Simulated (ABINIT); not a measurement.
# Hf (P-1) in ABINIT: phonons with LDA

Aim: the phonons of Hf with LDA.

Program: ABINIT 10.8.3 (patched build). These are calculated values, not measurements. Logs are shortened: lines on timing, memory, paths and dates and some standing lists are left out, and cuts for length are marked. The log counts tension as positive stress, the text compression.

**1. The cell of the first run**

The typed cell holds 2 atoms: a = 3.610 Å, b = 3.610 Å, c = 3.610 Å, α = 90.00°, β = 90.00°, γ = 90.00°.

This isn't the form of Hf at room conditions, which is hcp.

**2. Phonons, LDA (atoms moved at random, drawn with an rms of 0.1 Å)**

Contents of run.abi:

```
ndtset 2

pp_dirpath "./"
pseudos "Hf.LDA_PW-JTH.xml"

acell 3.61 3.61 3.61 Angstrom
rprim
     0.0000000000    -1.0000000000     0.0000000000
    -1.0000000000     0.0000000000     0.0000000000
     0.0000000000     0.0000000000    -1.0000000000
ntypat 1
znucl 72
natom 2
typat 1 1
chkprim 0
chksymtnons 0
tolsym 1.0e-6
xred
   0.5578870000   0.5243170000   0.5717120000
   0.9759670000   1.0207840000   0.9259040000

ecut 17.0
pawecutdg 34.0

ngkpt 10 10 10
nshiftk 1
shiftk 0.0 0.0 0.0

ixc 7

nband 20
occopt 4
tsmear 0.1 eV

nstep 80
nline 8

prteig 0
prtebands 0
prtwf 0
prtden 0
prtpot 0

kptopt1 1
tolvrs1 1.0e-11
prtwf1 1
tolwfr1 1.0e-14
nbdbuf1 4
nline1 6

rfphon2 1
rfatpol2 1 2
rfdir2 1 1 1
getwfk2 1
kptopt2 2
nqpt2 1
qpt2 0.0 0.0 0.0
tolvrs2 1.0e-7
```

Contents of mrgddb.in:

```
merged_DDB
Hf
2
runo_DS1_DDB
runo_DS2_DDB
```

Contents of anaddb.abi:

```
ddb_filepath "merged_DDB"
output_file "anaddb.abo"
outdata_prefix "ana"
asr 2
chneut 0
dipdip 0
dieflag 0
enunit 0
eivec 1
nph1l 1
qph1l 0.0 0.0 0.0 1.0
```

Potentials or basis: JTH PAW LDA v2.0.

Launch:

```bash
$ abinit run.abi > log 2>&1
$ mrgddb < mrgddb.in > mrgddb.log 2>&1
$ anaddb anaddb.abi > anaddb.log 2>&1
```

run.abo:

```text
.Version 10.8.3 of ABINIT
 DATASET    1 : space group P-1 (#  2); Bravais aP (primitive triclinic)
================================================================================
 Values of the parameters that define the memory need for DATASET  1.
     intxc =       0    ionmov =       0      iscf =      17    lmnmax =      18
     lnmax =       6     mgfft =      27  mpssoang =       3    mqgrid =    3001
     natom =       2  nloc_mem =       2    nspden =       1   nspinor =       1
    nsppol =       1      nsym =       2    n1xccc =       1    ntypat =       1
    occopt =       4   xclevel =       1
       mpw =        1082          nfft =       19683          nkpt =         504
 PAW method is used; the additional fine FFT grid is defined by:
   mgfftf=        36    nfftf =     46656
================================================================================
================================================================================

 DATASET    2 : space group P-1 (#  2); Bravais aP (primitive triclinic)
================================================================================
 Values of the parameters that define the memory need for DATASET  2 (RF).
     intxc =       0      iscf =       7    lmnmax =      18     lnmax =       6
     mgfft =      27  mpssoang =       3    mqgrid =    3001     natom =       2
  nloc_mem =       2    nspden =       1   nspinor =       1    nsppol =       1
      nsym =       2    n1xccc =       1    ntypat =       1    occopt =       4
   xclevel =       1
      nfft =       19683          nkpt =         504
================================================================================
================================================================================

--------------------------------------------------------------------------------
------------- Echo of variables that govern the present computation ------------
--------------------------------------------------------------------------------
 -outvars: echo values of preprocessed input variables --------
            acell      6.8219113145E+00  6.8219113145E+00  6.8219113145E+00 Bohr
              amu      1.78490000E+02
          chkprim           0
      chksymtnons           0
             ecut      1.70000000E+01 Hartree
           getwfk1          0
           getwfk2          1
             iscf1         17
             iscf2          7
                       outvar_i_n : Printing only first  50 k-points.
              ixc           7
           jdtset        1    2
                       outvar_i_n : Printing only first  50 k-points.
           kptopt1          1
           kptopt2          2
         kptrlatt       10    0    0      0   10    0      0    0   10
          kptrlen      6.82191131E+01
            natom           2
            nband          20
           nbdbuf1          4
           nbdbuf2          2
           ndtset           2
            ngfft          27      27      27
          ngfftdg          36      36      36
             nkpt         504
            nline1          6
            nline2          8
             nqpt1          0
             nqpt2          1
            nstep          80
[... 259 lines left out ...]
 Angles (23,13,12)=  9.00000000E+01  9.00000000E+01  9.00000000E+01 degrees
 setup1 : take into account q-point for computing boxcut.

 Coarse grid specifications (used for wave-functions):

 getcut: wavevector=  0.0000  0.0000  0.0000  ngfft=  27  27  27
         ecut(hartree)=     17.000   => boxcut(ratio)=   2.05342

 Fine grid specifications (used for densities):

 getcut: wavevector=  0.0000  0.0000  0.0000  ngfft=  36  36  36
         ecut(hartree)=     34.000   => boxcut(ratio)=   2.01044
--------------------------------------------------------------------------------

 ==>  initialize data related to q vector <==

 The list of irreducible perturbations for this q vector is:
    1)    idir= 1    ipert=   1
    2)    idir= 2    ipert=   1
    3)    idir= 3    ipert=   1

================================================================================
[... 146 lines left out ...]
 2DEtotal=    0.9654998608E+00 Ha. Also 2DEtotal=    0.262725896324E+02 eV
    (2DErelax=   -2.4277386945E+01 Ha. 2DEnonrelax=    2.5242886805E+01 Ha)
    (  non-var. 2DEtotal :    9.6552521749E-01 Ha)

================================================================================

 ---- first-order wavefunction calculations are completed ----

 ==> Compute Derivative Database <==

  Dynamical matrix, in cartesian coordinates,
   if specified in the inputs, asr has been imposed
     j1       j2             matrix element
  dir pert dir pert     real part    imaginary part

   1    1   1    1         0.0862460903         0.0000000000
   1    1   2    1        -0.0001597257        -0.0000000000
   1    1   3    1         0.0014464547        -0.0000000000
   1    1   1    2        -0.0862460903        -0.0000000000
   1    1   2    2         0.0001597257         0.0000000000
   1    1   3    2        -0.0014464547         0.0000000000
[... 29 lines left out ...]
   3    2   1    1        -0.0014464547        -0.0000000000
   3    2   2    1        -0.0223495392         0.0000000000
   3    2   3    1        -0.0207588104        -0.0000000000
   3    2   1    2         0.0014464547         0.0000000000
   3    2   2    2         0.0223495392        -0.0000000000
   3    2   3    2         0.0207588104         0.0000000000

  Phonon wavevector (reduced coordinates) :  0.00000  0.00000  0.00000
 Phonon energies in Hartree :
   0.000000E+00  0.000000E+00  0.000000E+00  2.333878E-04  6.213785E-04
   7.282629E-04
 Phonon frequencies in cm-1    :
   0.000000E+00  0.000000E+00  0.000000E+00  5.122270E+01  1.363768E+02
   1.598352E+02

== END DATASET(S) ==============================================================
================================================================================

 -outvars: echo values of variables after computation  --------
            acell      6.8219113145E+00  6.8219113145E+00  6.8219113145E+00 Bohr
           etotal1    -1.0050935068E+02
           etotal2     9.6549986079E-01
            fcart1     2.0860897092E-03  3.9946731488E-02  4.1879534834E-02
                      -2.0860897092E-03 -3.9946731488E-02 -4.1879534834E-02
            fcart2     0.0000000000E+00  0.0000000000E+00  0.0000000000E+00
                       0.0000000000E+00  0.0000000000E+00  0.0000000000E+00
            rprim      0.0000000000E+00 -1.0000000000E+00  0.0000000000E+00
                      -1.0000000000E+00  0.0000000000E+00  0.0000000000E+00
                       0.0000000000E+00  0.0000000000E+00 -1.0000000000E+00
           strten1     6.3930184884E-05  2.3364958746E-04  4.0106516999E-04
                      -2.1575157776E-04 -8.2926828167E-06 -3.3612411567E-06
           strten2     0.0000000000E+00  0.0000000000E+00  0.0000000000E+00
                       0.0000000000E+00  0.0000000000E+00  0.0000000000E+00
           xangst     -1.8927843700E+00 -2.0139720700E+00 -2.0638803200E+00
                      -3.6850302400E+00 -3.5232408700E+00 -3.3425134400E+00
             xred      5.5788700000E-01  5.2431700000E-01  5.7171200000E-01
                       9.7596700000E-01  1.0207840000E+00  9.2590400000E-01
 Calculation completed.
```

anaddb.abo:

```text
.Version 10.8.3 of ANADDB
================================================================================

 -outvars_anaddb: echo values of input variables ----------------------

 Miscellaneous information :
       eivec         1
         asr         2
      chneut         0
[... 78 lines left out ...]
 the characters are given for each symmetry operation (see the list in the log file).
 Symmetry characters of vibration mode #   1
       degenerate with vibration modes #   2 to    3
  3.0 -3.0
 Symmetry characters of vibration mode #   4
  1.0  1.0
 Symmetry characters of vibration mode #   5
  1.0  1.0
 Symmetry characters of vibration mode #   6
  1.0  1.0

================================================================================

 anaddb : the run completed successfully.
```

It took 16 min on 1 thread of Intel Xeon 6975P-C (Granite Rapids), shared host; peak memory 1.1 GiB.

What came out:

```
Free energy                   : -2734.9988 eV
Pressure                      : -6.9 GPa
Largest force                 : 2.978 eV/Å
Band gap on the k mesh        : none (metal or under the smearing width)
Highest phonon frequency at Γ : 160 cm⁻¹
```

Forces in eV/Å, atoms in the order of the input:
```
Hf   0.107  2.054  2.154
Hf  -0.107 -2.054 -2.154
```

Stress tensor (GPa, compression positive):
```
 -1.88   0.10   0.24
  0.10  -6.87   6.35
  0.24   6.35 -11.80
```

Phonon frequencies in cm⁻¹ (negative: imaginary):
| q point | frequencies |
| --- | --- |
| (0.000, 0.000, 0.000) | 0 0 0 51 136 160 |

Caveat: the atoms weren't relaxed first, which shifts response properties; the cell is more than 3 GPa from zero pressure, which shifts response properties. Spin-orbit coupling is left out, which matters for the levels of Hf.
